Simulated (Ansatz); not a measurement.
**CH₂SeSi: one structure at several levels**

An exercise on one series of results from a longer session: the logs are not shown, and one member is left open.

The runs use Ansatz 0.2.0, Gaussian basis; single points in def2-TZVPP.

Correlated methods freeze the cores. Filled d shells of the heavier atoms are correlated. B3LYP uses VWN-RPA correlation.

### The system as given

SMILES `[SiH2]=C=[Se]`, 5 atoms, charge 0, spin multiplicity 1.

Atoms are counted from 1 here; the program's logs count them from 0.

Bond lengths: Si1–C2 1.753 Å, Si1–H4 1.388 Å, Si1–H5 1.483 Å, C2–Se3 1.820 Å. Angles: C2–Si1–H4 117.3°, C2–Si1–H5 116.9°, H4–Si1–H5 124.6°, Si1–C2–Se3 176.1°.

As a file:

```xyz
5

Si   -0.31870    0.53110   -0.50860
C     0.40170   -0.66350    0.55240
Se    1.20330   -1.95320    1.55480
H    -1.44760    0.15100   -1.22040
H     0.15060    1.92970   -0.36040
```

Set-up of the first run:

Input file run/in.yaml:

```yaml
crystal:
  periodic: [false, false, false]
  atoms:
    - {symbol: Si, position_ang: [-0.318700, 0.531100, -0.508600]}
    - {symbol: C, position_ang: [0.401700, -0.663500, 0.552400]}
    - {symbol: Se, position_ang: [1.203300, -1.953200, 1.554800]}
    - {symbol: H, position_ang: [-1.447600, 0.151000, -1.220400]}
    - {symbol: H, position_ang: [0.150600, 1.929700, -0.360400]}
basis:
  gaussian: {orbitals: def2-TZVPP}
correlation: {method: ccsd_t}
output: {forces: true}
```

The command line of these runs was not kept.

Steps of the session up to this table: CCSD(T)/def2-TZVPP; PBE0-D4/def2-TZVPP; wB97M-V/def2-TZVPP; r2SCAN-D4/def2-TZVPP; PBE-D4/def2-TZVPP; B3LYP-D4/def2-TZVPP; LC-wPBE/def2-TZVPP.

One table of the session follows, with a row left open; its other results are not shown here.

```
   method  RMS force component (eV/Å)  angle to CCSD(T) forces (°)  dipole (D)
  CCSD(T)                       1.286                    reference        1.39
  PBE0-D4                       1.508                          5.5        1.63
  wB97M-V                       1.482                          7.8        1.96
r2SCAN-D4                       1.451                          4.1        1.39
   PBE-D4                           ?                            ?           ?
 B3LYP-D4                       1.377                          4.6        1.58
  LC-wPBE                       1.662                         10.7        2.26
```

**Question.** Estimate the row for PBE-D4.

**Answer.** RMS force component (eV/Å): 1.361; angle to CCSD(T) forces (°): 3.8; dipole (D): 1.16. In the column «RMS force component (eV/Å)» it lies between CCSD(T) (1.286) and B3LYP-D4 (1.377).
